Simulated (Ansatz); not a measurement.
Runs of Ansatz 0.2.0 on CdBr. Symmetry: Fm-3m, No. 225, cubic system. Conventional cell: a = 6.145 Å, b = 6.145 Å, c = 6.145 Å, α = 90.00°, β = 90.00°, γ = 90.00°. Cd (site symmetry m-3m) has 6 Br at 3.07 Å as nearest neighbours. Around Br (site symmetry m-3m) lie 6 Cd at 3.07 Å. The cell was built by a generator and needn't be a form met in nature.

```csv
level,spin,k mesh,cutoff (eV),gap on the mesh (eV),pressure (GPa),relaxed volume (Å³/atom)
revPBE,off,8 × 8 × 8,420,none,0.0,(b)
LDA,"SOC, no magnetisation",6 × 6 × 6,420,none,0.0,26.50
revPBE+D3(BJ),off,8 × 8 × 8,420,none,0.0,28.22
revPBE+D4,off,8 × 8 × 8,420,none,0.0,(a)
r2SCAN,off,8 × 8 × 8,500,none,0.0,29.00
```

Alike in all rows: task relaxation of cell and atoms; potentials or basis Ansatz PAW; cell relaxed; smearing fermi-dirac 0.05 eV.

Q: Fill in the values left out.

A: (a) 28.59; (b) 31.95.

Caveats: the plane-wave basis is chosen anew once the cell has moved, so the energies of steps on either side of that aren't comparable; the PAW data sets come from PBE, with cores solved anew for the run's functional, which leaves a small shift of forces and pressure; an odd number of electrons without spin polarisation forces a metal (some runs); a magnetic or distorted state may lie lower (some runs); pairwise dispersion overbinds metals, which lowers pressure and volume (some runs).

A k mesh can miss the band edges, and rows without SOC leave out spin-orbit coupling on Br, Cd.

A gap of «none» marks a metal or a gap under the smearing width.
